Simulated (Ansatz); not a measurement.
# CdSi2: one candidate of a structure search

Aim: relax a trial structure of CdSi2 and see where it ends.

Computed with Ansatz 0.2.0 (DFT PBE, scalar-relativistic, plane waves, PAW, unless a step's input says otherwise).

## (1) The starting structure

The structure is tetragonal, space group I4/mcm (No. 140). The conventional cell has a = 5.961 Å, b = 5.961 Å, c = 5.246 Å, α = 90.00°, β = 90.00°, γ = 90.00°. Cd (site symmetry 422) is surrounded by 8 Si at 2.60 Å and 2 Cd at 2.62 Å. Si (site symmetry m2m) has 4 Cd at 2.60 Å and 1 Si at 2.66 Å as nearest neighbours.

Coordinates:

```cif
data_structure
_symmetry_space_group_name_H-M 'P 1'
_symmetry_Int_Tables_number 1
_cell_length_a 4.9646
_cell_length_b 4.9646
_cell_length_c 4.9646
_cell_angle_alpha 106.208
_cell_angle_beta 106.208
_cell_angle_gamma 116.215
_cell_volume 93.20
loop_
_atom_site_label
_atom_site_type_symbol
_atom_site_fract_x
_atom_site_fract_y
_atom_site_fract_z
_atom_site_occupancy
Cd1 Cd 0.25000 0.25000 0.00000 1
Cd2 Cd 0.75000 0.75000 0.00000 1
Si1 Si 0.65800 0.15800 0.81600 1
Si2 Si 0.15800 0.34200 0.50000 1
Si3 Si 0.34200 0.84200 0.18400 1
Si4 Si 0.84200 0.65800 0.50000 1
```

A structure generator made this guess: species swapped into a database cell of RhPb2 (I4/mcm, No. 140), with Cd on the Rh sites and Si on the Pb sites. Its size is a rough estimate.

## (2) A first look at the guess

File input.yaml:

```yaml
crystal:
  lattice:
    - [-2.98053775, 2.98053775, 2.62292706]
    - [2.98053775, -2.98053775, 2.62292706]
    - [2.98053775, 2.98053775, -2.62292706]
  atoms:
    - { symbol: Cd, position: [0.25, 0.25, 0.0] }
    - { symbol: Cd, position: [0.75, 0.75, 0.0] }
    - { symbol: Si, position: [0.65799999, 0.15799999, 0.81599998] }
    - { symbol: Si, position: [0.15799999, 0.34200001, 0.5] }
    - { symbol: Si, position: [0.34200001, 0.84200001, 0.18400002] }
    - { symbol: Si, position: [0.84200001, 0.65799999, 0.5] }
basis:
  ecutwfc: 420
kpoints:
  mp_grid: { grid: [4, 4, 4] }
hamiltonian:
  xc: pbe
scf:
  occupations: { method: gaussian, width: 0.1 }
  lower_state_search: "off"
output:
  forces: true
  stress: true
  eigenvalues: true
```

On the command line:

```
$ ansatz run input.yaml --threads 1 --pin off --max-ram 2560MiB --backend cpu --events-out ev --progress --plain --runs-dir out
```

The session goes on with these runs: rough relaxation on the coarse mesh; relaxation on the finer mesh.

What does the calculation give? Wanted: conventional cell; volume; energy over the elements; gap on the mesh.

**Answer**, as computed:

```
                              quantity                                                                      value
symmetry at the end (tolerance 0.05 Å)                                               space group I4/mcm (No. 140)
                     conventional cell  a = 6.448 Å, b = 6.448 Å, c = 5.683 Å, α = 90.00°, β = 90.00°, γ = 90.00°
                                volume                                                              19.69 Å³/atom
              energy over the elements                                                              +0.66 eV/atom
                       gap on the mesh                                                               none (metal)
```

What this shows: The space group I4/mcm (No. 140) is kept, and the volume per atom grows by 26.8 % from the first guess. With a positive formation energy it can't be a ground state. No finished test with a distortion of lower symmetry is shown, so the end may be a saddle point.
